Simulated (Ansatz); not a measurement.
**GaNH2 (quintet): the correlation ladder, cc-pVTZ**

One table from this session's results is given with a row withheld; the runs are named, their logs left out.

Program: Ansatz 0.2.0, Gaussian basis. Level of theory: cc-pVTZ, core rule «outside noble gas», up to 15 orbitals frozen. These are calculated values, not measurements.

Plan: UHF; CCSD(T) on ROHF; CCSD(T) on UHF; BCCD(T) on ROHF; CCSDT(Q) on ROHF; CCSDT(Q) on UHF.

12 further runs of the same task are left out: 8 for a known fault of the program, 4 set aside as unsound or not needed.

## The system

The geometry is a PBE0/def2-TZVP stationary point (not a proven minimum) of the parent state, kept for this charge and spin. No spin-orbit coupling is included. The filled d shell of Ga may be among the frozen orbitals whatever the setting's name suggests; the logs give the count.

4 atoms, charge 0, spin multiplicity 5.

Atoms are counted from 1 here; the program's logs count them from 0.

Bond lengths: N1–Ga2 1.923 Å, Ga2–H3 1.565 Å, Ga2–H4 1.565 Å. Angles: N1–Ga2–H3 117.6°, N1–Ga2–H4 117.6°, H3–Ga2–H4 124.7°.

As a file:

```xyz
4
GaH2N
N     0.0000    0.0000    1.6258
Ga    0.0000    0.0000   -0.2970
H     0.0000    1.3863   -1.0229
H     0.0000   -1.3863   -1.0229
```

Set-up of the first run:

in.yaml

```yaml
crystal:
  periodic: [false, false, false]
  atoms:
    - {symbol: N, position_ang: [0.000000, 0.000000, 1.625834]}
    - {symbol: Ga, position_ang: [0.000000, 0.000000, -0.297041]}
    - {symbol: H, position_ang: [0.000000, 1.386306, -1.022870]}
    - {symbol: H, position_ang: [0.000000, -1.386306, -1.022870]}
basis:
  gaussian: {orbitals: cc-pVTZ}
magnetization: {spin_polarized: true, initial_magnetization: 4}
hamiltonian: {xc: hf}
output: {orbitals: {seedname: orbitals}}
```

Command:

```sh
ansatz run in.yaml --threads 1 --pin off --events-out ev --progress --plain --max-ram 4096MiB --backend cpu
```

Steps of the session up to this table: UHF; CCSD(T) on ROHF; CCSD(T) on UHF; BCCD(T) on ROHF; CCSDT(Q) on ROHF; CCSDT(Q) on UHF.

One of the session's tables, all rows but one given; the rest of the session is left out.

```
   method  from UCCSDT(Q) (meV)
     ROHF               +6154.3
      UHF                     ?
     RMP2               +1230.0
     UMP2               +1220.4
    RCCSD                +233.1
    UCCSD                +221.2
 RCCSD(T)                 +57.9
 UCCSD(T)                 +48.7
  BCCD(T)                 +58.2
   RCCSDT                 +17.4
   UCCSDT                  +7.2
RCCSDT(Q)                 +11.5
UCCSDT(Q)                     0
```

Estimate the missing values for UHF.

The run gave: from UCCSDT(Q) (meV): +5986.1. In the column «from UCCSDT(Q) (meV)» it lies between RMP2 (+1230.0) and ROHF (+6154.3).

To keep in mind: Restricted and unrestricted rows rest on different reference determinants; where their highest levels disagree by more than a few hundredths of an eV, they describe different states and don't form one ladder.
